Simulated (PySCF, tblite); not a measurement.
**C₆H₈FO₂ radical: geometry, infrared bands and EPR parameters**

Wanted: the infrared bands and EPR parameters of C₆H₈FO₂ radical (`C=C([CH]F)COC(C)=O`), by calculation.

Computed with tblite 0.8.0 and PySCF 2.14.0, with density-fitted response routines of our own, on a single molecule in the gas phase. Atoms are numbered from 0 throughout.

### 1 Starting geometry

17 atoms, charge 0, multiplicity 2; geometry from: force field or distance geometry start.

Bonds of the start (Å): C0–C1 1.36, C1–C2 1.42, C2–F3 1.36, C1–C4 1.50, C4–O5 1.43, O5–C6 1.36, C6–C7 1.50, C6–O8 1.21, C0–H9 1.07, C0–H10 1.09, C2–H11 1.08, C4–H12 1.10, C4–H13 1.09, C7–H14 1.09, C7–H15 1.08, C7–H16 1.09.

### 2 Optimising the geometry with GFN2-xTB

The job: settings as JSON, then the geometry in Å.

```
{"job": {"kind": "relax", "xc": "GFN2-xTB", "basis": "xTB"}, "charge": 0, "multiplicity": 2}
C     -0.218800    -1.596900     1.567300
C     -1.117700    -0.959700     0.768100
C     -2.495300    -1.312100     0.851100
F     -3.403700    -0.679800     0.054900
C     -0.767300     0.118300    -0.214100
O      0.637800     0.388900    -0.217400
C      1.021500     1.359200    -1.096000
C      2.508000     1.572000    -1.009900
O      0.279100     1.967000    -1.839300
H      0.827300    -1.356300     1.542000
H     -0.529700    -2.368500     2.268500
H     -2.971300    -2.049600     1.485800
H     -1.065700    -0.205100    -1.217000
H     -1.301000     1.038700     0.037200
H      2.774100     1.900400    -0.005600
H      2.792100     2.347500    -1.711600
H      3.023500     0.646400    -1.273900
```

The run is started by

```
OMP_NUM_THREADS=1 python probes_run.py task.json out
```

The driver reads the jobs from task.json and runs them one after another.

**Question.** This job is followed by: GFN2-xTB harmonic vibrations, gas phase; UKS B3LYP, pcH-1 on C F H O, non-relativistic, mean-field spin-orbit, GIAO. What will the session give for the following? strongest single infrared mode (GFN2-xTB); zero-point energy (GFN2-xTB); g(iso) (B3LYP); ⟨S²⟩; largest a(iso) (averaged by class); surface potential, 1st and 99th percentile.

The runs gave:

| quantity | value |
| --- | --- |
| strongest single infrared mode (GFN2-xTB) | 1202 cm⁻¹, 455 km/mol |
| zero-point energy (GFN2-xTB) | 78.7 kcal/mol |
| g(iso) (B3LYP) | 2.00338 |
| ⟨S²⟩ | 0.777 (exact 0.75) |
| largest a(iso) (averaged by class) | 19F on F3, 104.6 MHz |
| surface potential, 1st and 99th percentile | -1.64 V and 1.25 V |

The optimisation took 44 steps and gained 0.109 eV; among the close pairs (by a distance rule), C1–C2 changed most, from 1.424 to 1.380 Å. The lowest mode is imaginary (26i cm⁻¹), so the xTB geometry is not a minimum. GFN2-xTB is a fitted tight-binding method: band positions and strengths are rough. Its intensities can rank the bands wrongly. The largest spin populations lie on C0 (0.67 e), C2 (0.63 e). The isotropic g lies 1.1 ppt above the free-electron value.
